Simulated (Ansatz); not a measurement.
# F− with C₂H₄: interaction against distance, part 3 of 3

Ansatz 0.2.0, Gaussian basis.

### Step 12. B moved by +0.84 Å, wB97M-V/def2-TZVPPD

ab/in.yaml

```yaml
crystal:
  periodic: [false, false, false]
  atoms:
    - {symbol: F, position_ang: [0.024626, 0.843029, -2.637672]}
    - {symbol: C, position_ang: [0.394404, -0.318796, 1.756093]}
    - {symbol: C, position_ang: [-0.415724, -0.469331, 0.712923]}
    - {symbol: H, position_ang: [0.188104, -0.748538, 2.736624]}
    - {symbol: H, position_ang: [1.315904, 0.252966, 1.667459]}
    - {symbol: H, position_ang: [-0.222355, -0.034420, -0.308230]}
    - {symbol: H, position_ang: [-1.329442, -1.051998, 0.850763]}
basis:
  gaussian: {orbitals: "def2-TZVPPD.json"}
total_charge: -1
hamiltonian: {xc: {name: wB97M-V}}
```

a/in.yaml

```yaml
crystal:
  periodic: [false, false, false]
  atoms:
    - {symbol: F, position_ang: [0.024626, 0.843029, -2.637672]}
basis:
  gaussian:
    orbitals: "def2-TZVPPD.json"
    ghost_atoms:
      - {symbol: C, position_ang: [0.394404, -0.318796, 1.756093]}
      - {symbol: C, position_ang: [-0.415724, -0.469331, 0.712923]}
      - {symbol: H, position_ang: [0.188104, -0.748538, 2.736624]}
      - {symbol: H, position_ang: [1.315904, 0.252966, 1.667459]}
      - {symbol: H, position_ang: [-0.222355, -0.034420, -0.308230]}
      - {symbol: H, position_ang: [-1.329442, -1.051998, 0.850763]}
total_charge: -1
hamiltonian: {xc: {name: wB97M-V}}
```

b/in.yaml

```yaml
crystal:
  periodic: [false, false, false]
  atoms:
    - {symbol: C, position_ang: [0.394404, -0.318796, 1.756093]}
    - {symbol: C, position_ang: [-0.415724, -0.469331, 0.712923]}
    - {symbol: H, position_ang: [0.188104, -0.748538, 2.736624]}
    - {symbol: H, position_ang: [1.315904, 0.252966, 1.667459]}
    - {symbol: H, position_ang: [-0.222355, -0.034420, -0.308230]}
    - {symbol: H, position_ang: [-1.329442, -1.051998, 0.850763]}
basis:
  gaussian:
    orbitals: "def2-TZVPPD.json"
    ghost_atoms:
      - {symbol: F, position_ang: [0.024626, 0.843029, -2.637672]}
hamiltonian: {xc: {name: wB97M-V}}
```

One command serves all of them, each in its own folder.

Started as:

```console
$ ansatz run in.yaml --threads 2 --pin off --events-out ev --progress --plain --max-ram 5222MiB
```

Log of ab, cut to the lines that bear on the results:

```text
Functional definition: wB97M-V
  name "wB97M-V"
  cite "Mardirossian & Head-Gordon, J. Chem. Phys. 144, 214110 (2016) doi:10.1063/1.4952647"
  cite "Becke, J. Chem. Phys. 107, 8554 (1997) doi:10.1063/1.475007"
  cite "Vydrov & Van Voorhis, J. Chem. Phys. 133, 244103 (2010) doi:10.1063/1.3521275"
  # Of w^i u^j: cxij and so on, Table III.
[...]
  gx(w, u) = 1 - cx + cx01*u + cx10*w
[...]
      + integral(e_c_pw_mod_opposite_spin*gos(b97_w_opposite, b97_u_opposite)) + vv10(b, c)
781 factors; their error is unknown
250 factors; integrals over basis functions are off by at most 3.0e-5 eV
[...]
mean field -4855.81089208 eV, -178.4477588970 hartree, gradient 3.6e-5 eV, S^2 0.000000; 0 other end points of the search recorded, 0 dependent functions left out
reference -4855.81094402 eV, -178.4477608057 hartree; 13, 13 occupied and 169, 169 virtual orbitals, 781 factors
Total energy: -4855.81094402 eV, -178.4477608057 hartree
```

Output in a, cut to the lines that bear on the results:

```text
[... 5 set-up lines as earlier in the session ...]
  # Of w^i u^j: cxij and so on, Table III.
[...]
  gx(w, u) = 1 - cx + cx01*u + cx10*w
[...]
      + integral(e_c_pw_mod_opposite_spin*gos(b97_w_opposite, b97_u_opposite)) + vv10(b, c)
717 factors; their error is unknown
248 factors; integrals over basis functions are off by at most 3.3e-5 eV
[...]
mean field -2717.60271711 eV, -99.8700577964 hartree, gradient 6.2e-5 eV, S^2 0.000000; 0 other end points of the search recorded, 0 dependent functions left out
reference -2717.60276780 eV, -99.8700596593 hartree; 5, 5 occupied and 177, 177 virtual orbitals, 717 factors
Total energy: -2717.60276780 eV, -99.8700596593 hartree
```

Output in b, cut to the lines that bear on the results:

```text
[... 5 set-up lines as earlier in the session ...]
  # Of w^i u^j: cxij and so on, Table III.
[...]
  gx(w, u) = 1 - cx + cx01*u + cx10*w
[...]
      + integral(e_c_pw_mod_opposite_spin*gos(b97_w_opposite, b97_u_opposite)) + vv10(b, c)
776 factors; their error is unknown
249 factors; integrals over basis functions are off by at most 3.9e-5 eV
[...]
mean field -2137.89845878 eV, -78.5663192405 hartree, gradient 3.6e-5 eV, S^2 0.000000; 0 other end points of the search recorded, 0 dependent functions left out
reference -2137.89850043 eV, -78.5663207713 hartree; 8, 8 occupied and 174, 174 virtual orbitals, 776 factors
Total energy: -2137.89850043 eV, -78.5663207713 hartree
```

Times: 5.5 s (ab), 4.3 s (a), 4.5 s (b) on 2 threads of Intel Xeon Platinum 8259CL at 2.50GHz, shared host.

Interaction: -7.14 kcal/mol.

### Step 13. B moved by +0.84 Å, CCSD(T)/def2-TZVPPD

Each input of step 12 (ab, a, b) changes in the same lines:

```diff
-hamiltonian: {xc: {name: wB97M-V}}
+correlation: {method: ccsd_t}
```

Each run has its own folder and the same command.

Started as:

```console
$ ansatz run in.yaml --threads 2 --pin off --events-out ev --progress --plain --max-ram 5222MiB
```

Log of ab, cut to the lines that bear on the results:

```text
[... 4 set-up lines as earlier in the session ...]
[...]
1064 factors; integrals over basis functions are off by at most 1.2e-3 eV
[...]
mean field -4830.84017410 eV, -177.5301019373 hartree, gradient 1.7e-6 eV, S^2 0.000000; 0 other end points of the search recorded, 0 dependent functions left out
3 core orbitals not correlated: weight in the atoms' cores, before any rotation towards them, 1.000 or more for the frozen orbitals, at most 0.000 for the correlated occupied ones
reference -4830.84017410 eV, -177.5301019373 hartree; 10, 10 occupied and 169, 169 virtual orbitals, 1064 factors
second order -16.97707631 eV of doubles, -0.00000000 eV of singles
cycle   1  -16.94592228 eV  change    3.1e-2 eV  update   1.2e-1
[...]
cycle  11  -17.49410926 eV  change   -2.1e-5 eV  update   2.4e-5
perturbative correction -0.67760529 eV, -0.0249015350 hartree
Total energy: -4849.01188866 eV, -178.1979001298 hartree
```

Output in a, cut to the lines that bear on the results:

```text
[... 4 set-up lines as earlier in the session ...]
[...]
1068 factors; integrals over basis functions are off by at most 1.2e-3 eV
[...]
mean field -2706.33164469 eV, -99.4558535248 hartree, gradient 2.5e-6 eV, S^2 0.000000; 0 other end points of the search recorded, 0 dependent functions left out
1 core orbitals not correlated: weight in the atoms' cores, before any rotation towards them, 1.000 or more for the frozen orbitals, at most 0.000 for the correlated occupied ones
reference -2706.33164469 eV, -99.4558535248 hartree; 4, 4 occupied and 177, 177 virtual orbitals, 1068 factors
second order -7.82266048 eV of doubles, -0.00000000 eV of singles
cycle   1  -7.42480598 eV  change    4.0e-1 eV  update   9.8e-2
[...]
cycle  14  -7.66936835 eV  change   -6.1e-6 eV  update   3.8e-6
perturbative correction -0.25959049 eV, -0.0095397746 hartree
Total energy: -2714.26060353 eV, -99.7472373879 hartree
```

Output in b, cut to the lines that bear on the results:

```text
[... 4 set-up lines as earlier in the session ...]
[...]
1059 factors; integrals over basis functions are off by at most 1.2e-3 eV
[...]
mean field -2124.22439281 eV, -78.0638065847 hartree, gradient 1.9e-6 eV, S^2 0.000000; 0 other end points of the search recorded, 0 dependent functions left out
2 core orbitals not correlated: weight in the atoms' cores, before any rotation towards them, 1.000 or more for the frozen orbitals, at most 0.000 for the correlated occupied ones
reference -2124.22439281 eV, -78.0638065847 hartree; 6, 6 occupied and 174, 174 virtual orbitals, 1059 factors
second order -9.14660972 eV of doubles, -0.00000000 eV of singles
cycle   1  -9.50800538 eV  change   -3.6e-1 eV  update   6.4e-2
[...]
cycle   8  -9.81613533 eV  change   -1.3e-5 eV  update   1.1e-5
perturbative correction -0.41319022 eV, -0.0151844607 hartree
Total energy: -2134.45371836 eV, -78.4397273651 hartree
```

Wall times: 29 s (ab), 14 s (a), 15 s (b) on 2 threads of Intel Xeon Platinum 8259CL at 2.50GHz, shared host; peak memory 1.9 GiB.

This point gives -6.86 kcal/mol.

### Step 14. B moved by +1.67 Å, wB97M-V/def2-TZVPPD

ab/in.yaml

```yaml
crystal:
  periodic: [false, false, false]
  atoms:
    - {symbol: F, position_ang: [0.024626, 0.843029, -2.637672]}
    - {symbol: C, position_ang: [0.386974, -0.573311, 2.552420]}
    - {symbol: C, position_ang: [-0.423154, -0.723846, 1.509249]}
    - {symbol: H, position_ang: [0.180674, -1.003052, 3.532951]}
    - {symbol: H, position_ang: [1.308474, -0.001548, 2.463786]}
    - {symbol: H, position_ang: [-0.229786, -0.288935, 0.488097]}
    - {symbol: H, position_ang: [-1.336872, -1.306512, 1.647090]}
basis:
  gaussian: {orbitals: "def2-TZVPPD.json"}
total_charge: -1
hamiltonian: {xc: {name: wB97M-V}}
```

a/in.yaml

```yaml
crystal:
  periodic: [false, false, false]
  atoms:
    - {symbol: F, position_ang: [0.024626, 0.843029, -2.637672]}
basis:
  gaussian:
    orbitals: "def2-TZVPPD.json"
    ghost_atoms:
      - {symbol: C, position_ang: [0.386974, -0.573311, 2.552420]}
      - {symbol: C, position_ang: [-0.423154, -0.723846, 1.509249]}
      - {symbol: H, position_ang: [0.180674, -1.003052, 3.532951]}
      - {symbol: H, position_ang: [1.308474, -0.001548, 2.463786]}
      - {symbol: H, position_ang: [-0.229786, -0.288935, 0.488097]}
      - {symbol: H, position_ang: [-1.336872, -1.306512, 1.647090]}
total_charge: -1
hamiltonian: {xc: {name: wB97M-V}}
```

b/in.yaml

```yaml
crystal:
  periodic: [false, false, false]
  atoms:
    - {symbol: C, position_ang: [0.386974, -0.573311, 2.552420]}
    - {symbol: C, position_ang: [-0.423154, -0.723846, 1.509249]}
    - {symbol: H, position_ang: [0.180674, -1.003052, 3.532951]}
    - {symbol: H, position_ang: [1.308474, -0.001548, 2.463786]}
    - {symbol: H, position_ang: [-0.229786, -0.288935, 0.488097]}
    - {symbol: H, position_ang: [-1.336872, -1.306512, 1.647090]}
basis:
  gaussian:
    orbitals: "def2-TZVPPD.json"
    ghost_atoms:
      - {symbol: F, position_ang: [0.024626, 0.843029, -2.637672]}
hamiltonian: {xc: {name: wB97M-V}}
```

One command serves all of them, each in its own folder.

Started as:

```console
$ ansatz run in.yaml --threads 2 --pin off --events-out ev --progress --plain --max-ram 5222MiB
```

ab printed, cut to the lines that bear on the results:

```text
[... 5 set-up lines as earlier in the session ...]
  # Of w^i u^j: cxij and so on, Table III.
[...]
  gx(w, u) = 1 - cx + cx01*u + cx10*w
[...]
      + integral(e_c_pw_mod_opposite_spin*gos(b97_w_opposite, b97_u_opposite)) + vv10(b, c)
781 factors; their error is unknown
250 factors; integrals over basis functions are off by at most 3.2e-5 eV
[...]
mean field -4855.65019084 eV, -178.4418532354 hartree, gradient 3.9e-5 eV, S^2 0.000000; 0 other end points of the search recorded, 0 dependent functions left out
reference -4855.65024561 eV, -178.4418552482 hartree; 13, 13 occupied and 169, 169 virtual orbitals, 781 factors
Total energy: -4855.65024561 eV, -178.4418552482 hartree
```

Output in a, cut to the lines that bear on the results:

```text
[... 5 set-up lines as earlier in the session ...]
  # Of w^i u^j: cxij and so on, Table III.
[...]
  gx(w, u) = 1 - cx + cx01*u + cx10*w
[...]
      + integral(e_c_pw_mod_opposite_spin*gos(b97_w_opposite, b97_u_opposite)) + vv10(b, c)
717 factors; their error is unknown
248 factors; integrals over basis functions are off by at most 3.8e-5 eV
[...]
mean field -2717.60245970 eV, -99.8700483369 hartree, gradient 3.6e-5 eV, S^2 0.000000; 0 other end points of the search recorded, 0 dependent functions left out
reference -2717.60250888 eV, -99.8700501441 hartree; 5, 5 occupied and 177, 177 virtual orbitals, 717 factors
Total energy: -2717.60250888 eV, -99.8700501441 hartree
```

Log of b, cut to the lines that bear on the results:

```text
[... 5 set-up lines as earlier in the session ...]
  # Of w^i u^j: cxij and so on, Table III.
[...]
  gx(w, u) = 1 - cx + cx01*u + cx10*w
[...]
      + integral(e_c_pw_mod_opposite_spin*gos(b97_w_opposite, b97_u_opposite)) + vv10(b, c)
776 factors; their error is unknown
249 factors; integrals over basis functions are off by at most 3.6e-5 eV
[...]
mean field -2137.89834577 eV, -78.5663150877 hartree, gradient 3.7e-5 eV, S^2 0.000000; 0 other end points of the search recorded, 0 dependent functions left out
reference -2137.89838644 eV, -78.5663165821 hartree; 8, 8 occupied and 174, 174 virtual orbitals, 776 factors
Total energy: -2137.89838644 eV, -78.5663165821 hartree
```

Times: 5.5 s (ab), 4.2 s (a), 4.7 s (b) on 2 threads of Intel Xeon Platinum 8259CL at 2.50GHz, shared host.

This point gives -3.44 kcal/mol.

### Step 15. B moved by +1.67 Å, CCSD(T)/def2-TZVPPD

The same edit goes into each in.yaml of step 14 (ab, a, b):

```diff
-hamiltonian: {xc: {name: wB97M-V}}
+correlation: {method: ccsd_t}
```

One command serves all of them, each in its own folder.

Started as:

```console
$ ansatz run in.yaml --threads 2 --pin off --events-out ev --progress --plain --max-ram 5222MiB
```

Output in ab, cut to the lines that bear on the results:

```text
[... 4 set-up lines as earlier in the session ...]
[...]
1064 factors; integrals over basis functions are off by at most 8.6e-4 eV
[...]
mean field -4830.69909173 eV, -177.5249172558 hartree, gradient 1.5e-6 eV, S^2 0.000000; 0 other end points of the search recorded, 0 dependent functions left out
3 core orbitals not correlated: weight in the atoms' cores, before any rotation towards them, 1.000 or more for the frozen orbitals, at most 0.000 for the correlated occupied ones
reference -4830.69909173 eV, -177.5249172558 hartree; 10, 10 occupied and 169, 169 virtual orbitals, 1064 factors
second order -16.96363219 eV of doubles, -0.00000000 eV of singles
cycle   1  -16.92856569 eV  change    3.5e-2 eV  update   1.2e-1
[...]
cycle  12  -17.47979904 eV  change    1.0e-5 eV  update   1.5e-5
perturbative correction -0.67380987 eV, -0.0247620561 hartree
Total energy: -4848.85270065 eV, -178.1920500785 hartree
```

Output in a, cut to the lines that bear on the results:

```text
[... 4 set-up lines as earlier in the session ...]
[...]
1068 factors; integrals over basis functions are off by at most 8.5e-4 eV
[...]
mean field -2706.33131796 eV, -99.4558415178 hartree, gradient 2.1e-6 eV, S^2 0.000000; 0 other end points of the search recorded, 0 dependent functions left out
1 core orbitals not correlated: weight in the atoms' cores, before any rotation towards them, 1.000 or more for the frozen orbitals, at most 0.000 for the correlated occupied ones
reference -2706.33131796 eV, -99.4558415178 hartree; 4, 4 occupied and 177, 177 virtual orbitals, 1068 factors
second order -7.81700170 eV of doubles, -0.00000000 eV of singles
cycle   1  -7.41972097 eV  change    4.0e-1 eV  update   9.8e-2
[...]
cycle  14  -7.66410789 eV  change   -6.1e-6 eV  update   4.0e-6
perturbative correction -0.25901077 eV, -0.0095184702 hartree
Total energy: -2714.25443662 eV, -99.7470107580 hartree
```

Output in b, cut to the lines that bear on the results:

```text
[... 4 set-up lines as earlier in the session ...]
[...]
1059 factors; integrals over basis functions are off by at most 8.6e-4 eV
[...]
mean field -2124.22430893 eV, -78.0638035022 hartree, gradient 1.9e-6 eV, S^2 0.000000; 0 other end points of the search recorded, 0 dependent functions left out
2 core orbitals not correlated: weight in the atoms' cores, before any rotation towards them, 1.000 or more for the frozen orbitals, at most 0.000 for the correlated occupied ones
reference -2124.22430893 eV, -78.0638035022 hartree; 6, 6 occupied and 174, 174 virtual orbitals, 1059 factors
second order -9.14582513 eV of doubles, -0.00000000 eV of singles
cycle   1  -9.50735092 eV  change   -3.6e-1 eV  update   6.4e-2
[...]
cycle   8  -9.81547074 eV  change   -1.3e-5 eV  update   1.0e-5
perturbative correction -0.41311901 eV, -0.0151818438 hartree
Total energy: -2134.45289869 eV, -78.4396972427 hartree
```

They took 31 s (ab), 15 s (a), 15 s (b) on 2 threads of Intel Xeon Platinum 8259CL at 2.50GHz, shared host; peak memory 1.9 GiB.

Interaction: -3.35 kcal/mol.

### Step 16. The curves

```csv
shift (Å),F1–H6 (Å),PBE-D4,r2SCAN-D4,PBE0-D4,B3LYP-D4,wB97M-V,Hartree-Fock,MP2,CCSD,CCSD(T)
-0.17,1.51,-11.73,-12.02,-12.10,-10.85,-10.62,-7.49,-9.11,-8.97,-9.36
-0.08,1.59,-12.49,-12.71,-12.76,-11.72,-11.49,-8.75,-10.12,-10.02,-10.39
0.00,1.67,-12.75,-12.90,-12.93,-12.07,-11.84,-9.44,-10.59,-10.53,-10.86
0.08,1.75,-12.66,-12.75,-12.77,-12.06,-11.83,-9.73,-10.69,-10.66,-10.96
0.20,1.87,-12.16,-12.18,-12.18,-11.64,-11.42,-9.69,-10.42,-10.43,-10.68
0.42,2.09,-10.69,-10.60,-10.61,-10.25,-10.05,-8.84,-9.29,-9.32,-9.51
0.84,2.50,-7.71,-7.45,-7.54,-7.33,-7.14,-6.55,-6.73,-6.75,-6.86
1.67,3.33,-3.89,-3.55,-3.71,-3.64,-3.44,-3.31,-3.33,-3.31,-3.35
```

Energies in kcal/mol.

What each level costs and misses (shared host):

```csv
method,RMS deviation from CCSD(T) (kcal/mol),mean time a point
PBE-D4,1.62,5.8 s
r2SCAN-D4,1.72,8.5 s
PBE0-D4,1.76,6.5 s
B3LYP-D4,1.03,7.4 s
wB97M-V,0.82,18 s
Hartree-Fock,1.19,part of the CCSD(T) run
MP2,0.23,part of the CCSD(T) run
CCSD,0.27,part of the CCSD(T) run
CCSD(T),0,72 s
```

The best functional, wB97M-V, misses by 0.82 kcal/mol and takes 18 s a point, against 72 s for CCSD(T).

### Step 17. Results

What follows sums up all 3 parts.

| quantity | value |
| --- | --- |
| deepest point, CCSD(T) | -10.96 kcal/mol at +0.08 Å |
| at the longest distance | -3.35 kcal/mol at +1.67 Å |
| at the shortest | -9.36 kcal/mol at -0.17 Å |
| RMS deviation from CCSD(T) | PBE-D4 1.62, r2SCAN-D4 1.72, PBE0-D4 1.76, B3LYP-D4 1.03, wB97M-V 0.82, Hartree-Fock 1.19, MP2 0.23, CCSD 0.27 kcal/mol |

Of the points run, CCSD(T) in this basis is lowest 0.08 Å farther out than the PBE0-D4 geometry. At +1.67 Å, 31 % of the binding is left. MP2 follows best and PBE0-D4 worst.
